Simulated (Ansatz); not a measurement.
**C₃H₁₁GeNO₃: a ladder of functionals and wavefunction methods**

The task here is to estimate one member of a computed series from the others.

Computed with Ansatz 0.2.0, Gaussian basis. Level: functionals in def2-TZVPP, the program's frozen cores in correlated methods.

The runs, in order: LDA (SPW92), PBE-D4, revPBE-D4, BLYP-D4, r2SCAN-D4, B97M-V, PBE0-D4, B3LYP-D4, r2SCANh-D4, r2SCAN0-D4, HSE06-D4, BHLYP-D4, CAM-B3LYP-D4, LC-ωPBE, ωB97X-V, ωB97M-V, B2PLYP, PBE-QIDH; CCSD(T)/def2-SVP; CCSD(T)/def2-TZVPP; MP2/def2-QZVPP; extrapolation to the limit; RPA on PBE.

### Structure used throughout

The geometry comes from an earlier relaxation with PBE0-D4 in a triple-zeta def2 set; it is a stationary point, not always the lowest conformer.

SMILES `C[O][Ge]([NH2])([O]C)[O]C`, 19 atoms, charge 0, spin multiplicity 1.

Atoms are counted from 1 here; the program's logs count them from 0.

Bond lengths: C1–O2 1.412 Å, C1–H9 1.096 Å, C1–H10 1.096 Å, C1–H11 1.092 Å, O2–Ge3 1.765 Å, Ge3–N4 1.809 Å, Ge3–O5 1.762 Å, Ge3–O7 1.754 Å, N4–H12 1.009 Å, N4–H13 1.008 Å, O5–C6 1.410 Å, C6–H14 1.092 Å, C6–H15 1.097 Å, C6–H16 1.098 Å, O7–C8 1.413 Å, C8–H17 1.092 Å, C8–H18 1.095 Å, C8–H19 1.096 Å. Angles: O2–C1–H9 111.9°, O2–C1–H10 111.9°, O2–C1–H11 107.8°, H9–C1–H10 108.1°, H9–C1–H11 108.5°, H10–C1–H11 108.5°, C1–O2–Ge3 119.0°, O2–Ge3–N4 103.3°, O2–Ge3–O5 111.4°, O2–Ge3–O7 112.2°, N4–Ge3–O5 116.8°, N4–Ge3–O7 112.5°, O5–Ge3–O7 101.0°, Ge3–N4–H12 114.5°, Ge3–N4–H13 116.5°, H12–N4–H13 110.7°, Ge3–O5–C6 118.6°, O5–C6–H14 107.8° and more.

The first run:

Contents of in.yaml:

```yaml
crystal:
  periodic: [false, false, false]
  atoms:
    - {symbol: C, position_ang: [-0.550296, -1.390623, 1.762362]}
    - {symbol: O, position_ang: [-1.054601, -0.732682, 0.619177]}
    - {symbol: Ge, position_ang: [0.044456, 0.235646, -0.366321]}
    - {symbol: N, position_ang: [-0.981503, 0.726024, -1.773442]}
    - {symbol: O, position_ang: [0.776152, 1.534539, 0.572566]}
    - {symbol: C, position_ang: [-0.069347, 2.470334, 1.202477]}
    - {symbol: O, position_ang: [1.467459, -0.666378, -0.854783]}
    - {symbol: C, position_ang: [1.310250, -1.762896, -1.731496]}
    - {symbol: H, position_ang: [0.253862, -2.090969, 1.510214]}
    - {symbol: H, position_ang: [-0.165085, -0.682848, 2.505419]}
    - {symbol: H, position_ang: [-1.370648, -1.952923, 2.213223]}
    - {symbol: H, position_ang: [-1.974144, 0.708668, -1.592971]}
    - {symbol: H, position_ang: [-0.719812, 1.577380, -2.246396]}
    - {symbol: H, position_ang: [0.562735, 3.219420, 1.684039]}
    - {symbol: H, position_ang: [-0.699737, 2.005164, 1.969906]}
    - {symbol: H, position_ang: [-0.725249, 2.984431, 0.488216]}
    - {symbol: H, position_ang: [2.304816, -2.062701, -2.068054]}
    - {symbol: H, position_ang: [0.706172, -1.505691, -2.608315]}
    - {symbol: H, position_ang: [0.842922, -2.618296, -1.229420]}
basis:
  gaussian: {orbitals: def2-TZVPP}
hamiltonian: {xc: lda}
output: {orbitals: {seedname: orbitals}}
```

Run with:

```
ansatz run in.yaml --threads 4 --pin off --events-out ev --progress --plain --max-ram 66560MiB --backend cuda --devices 0, --max-vram 37GiB
```

Steps of the session up to this table: LDA; PBE-D4 (GGA); revPBE-D4 (GGA); BLYP-D4 (GGA); r2SCAN-D4 (meta-GGA); B97M-V (meta-GGA); B3LYP-D4 (hybrid); r2SCANh-D4 (hybrid); r2SCAN0-D4 (hybrid); HSE06-D4 (hybrid); BHLYP-D4 (hybrid); CAM-B3LYP-D4 (range-separated); LC-ωPBE (range-separated); ωB97X-V (range-separated); ωB97M-V (range-separated); B2PLYP (double hybrid); PBE-QIDH (double hybrid).

One table of the session follows, with a row left open; its other results are not shown here.

It belongs to the step «Orbital energies across the functionals». 

```
  functional  HOMO (eV)  gap (eV)
 LDA (SPW92)      -6.35      5.42
      PBE-D4      -6.19      5.53
   revPBE-D4      -6.12      5.59
     BLYP-D4      -6.08      5.45
   r2SCAN-D4      -6.53      6.35
      B97M-V      -6.66      6.20
     PBE0-D4      -7.76      8.07
    B3LYP-D4      -7.50      7.46
  r2SCANh-D4      -7.12      7.27
  r2SCAN0-D4      -8.00      8.63
    HSE06-D4      -7.35      7.29
    BHLYP-D4      -9.22     10.30
CAM-B3LYP-D4      -9.22     10.40
     LC-ωPBE     -10.61     13.15
     ωB97X-V     -10.26     12.55
     ωB97M-V          ?         ?
```

Estimate the missing values for ωB97M-V.

**Answer.** HOMO (eV): -10.18; gap (eV): 12.08. In the column «HOMO (eV)» it lies between ωB97X-V (-10.26) and BHLYP-D4 (-9.22).
